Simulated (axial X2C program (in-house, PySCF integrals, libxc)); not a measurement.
# Linear OTeO²⁺ at several levels

An exercise on one series of results from a longer session: the logs are not shown, and one member is left open.

Method: all-electron X2C, two-component (2c) or spin-free, O dyall-av3z, Te dyall-v3z; program: an in-house X2C program for linear molecules on PySCF integrals.

All values are calculated.

2 further runs of the same task are left out: 2 set aside as unsound or not needed.

The first run:

task.json reads:

```json
{
 "zs": [
  8,
  52,
  8
 ],
 "q": 2,
 "bas": [
  "dyall-av3z",
  "dyall-v3z",
  "dyall-av3z"
 ],
 "r0": [
  1.85,
  1.85
 ],
 "symm": 1,
 "scan": [
  "PBE0",
  "HF",
  "r2SCAN"
 ],
 "levels": [
  "PBE0",
  "HF",
  "TPSSh"
 ],
 "nst": 2
}
```

Keys: zs atomic numbers; q charge; bas basis sets; r0 starting distance in Å; symm equal bonds; scan levels of the two-bond scan; levels methods; nst determinants followed.

Run with:

```bash
> python solin.py task.json out
```

Masses O 15.995, Te 129.906, O 15.995 u.

Among the steps run: Scan at PBE0, 2c; Scan at r2SCAN, 2c; Scan at PBE0, spin-free.

One table of the session follows, with a row left open; its other results are not shown here.

| level | r(O–Te) (Å) | r(Te–O) (Å) | lower stretch (cm⁻¹) | upper stretch (cm⁻¹) |
| --- | --- | --- | --- | --- |
| PBE0, 2c | 1.752 | 1.752 | 866.5 | 943.8 |
| r2SCAN, 2c | ? | ? | ? | ? |
| PBE0, spin-free | 1.751 | 1.751 | 872.2 | 947.0 |
| r2SCAN, spin-free | 1.765 | 1.765 | 844.0 | 940.4 |

**Question.** Estimate the row for r2SCAN, 2c.

As computed: r(O–Te) (Å): 1.766; r(Te–O) (Å): 1.766; lower stretch (cm⁻¹): 841.6; upper stretch (cm⁻¹): 938.6. In the column «r(O–Te) (Å)» it is the highest.

Scans not shown above were run alike.

A multiply charged ion may be only metastable. The molecule was held linear; bending was not examined, so a bent shape may lie lower.
